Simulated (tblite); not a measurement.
# C3H17NSi4: the cost of one run

Computed with tblite 0.8.0 and PySCF 2.14.0, with density-fitted response routines of our own, on a single molecule in the gas phase. Atoms are numbered from 0 throughout.

### Step 1. The molecule as given

25 atoms, charge 0, multiplicity 1; geometry from: force field or distance geometry start.

Bonds of the start (Å): C0–C1 1.51, C1–Si2 1.86, Si2–Si3 2.31, Si2–Si4 2.29, Si2–C5 1.85, C5–N6 1.47, N6–Si7 1.71, C0–H8 1.10, C0–H9 1.10, C0–H10 1.10, C1–H11 1.10, C1–H12 1.11, Si3–H13 1.48, Si3–H14 1.49, Si3–H15 1.50, Si4–H16 1.48, Si4–H17 1.48, Si4–H18 1.49, C5–H19 1.10, C5–H20 1.09, N6–H21 1.02, Si7–H22 1.47, Si7–H23 1.48, Si7–H24 1.48.

### Step 2. Geometry optimisation with GFN2-xTB

The job: settings as JSON, then the geometry in Å.

```
{"job": {"kind": "relax", "xc": "GFN2-xTB", "basis": "xTB"}, "charge": 0, "multiplicity": 1}
C     -2.562400    -0.105300     1.654700
C     -1.075600    -0.244400     1.422900
Si    -0.440200    -0.195900    -0.326900
Si    -1.457600    -1.815000    -1.617400
Si    -1.002600     1.774500    -1.359900
C      1.388900    -0.474100    -0.439600
N      2.101700     0.451300     0.450700
Si     3.796400     0.705800     0.440600
H     -2.790400    -0.150500     2.727800
H     -3.138100    -0.904800     1.170300
H     -2.947900     0.853000     1.276400
H     -0.569600     0.536900     2.004500
H     -0.754400    -1.196400     1.889100
H     -0.940800    -1.770100    -3.004600
H     -2.933600    -1.627400    -1.608100
H     -1.144800    -3.155200    -1.022100
H     -2.480000     1.911000    -1.415500
H     -0.465100     2.939900    -0.624200
H     -0.479900     1.795400    -2.752600
H      1.636300    -1.506200    -0.154000
H      1.714300    -0.322500    -1.470900
H      1.850300     0.249300     1.422900
H      4.187700     1.109900    -0.919600
H      4.408900    -0.588300     0.824800
H      4.087800     1.753200     1.439600
```

The run is started by

```console
OMP_NUM_THREADS=1 python probes_run.py task.json out
```

This one command runs all jobs of the session in turn.

Q: Estimate the wall time and peak memory of this first job on 1 thread of Arm Neoverse V2, shared host.

About 1.6 s, with a peak of 0.18 GiB.
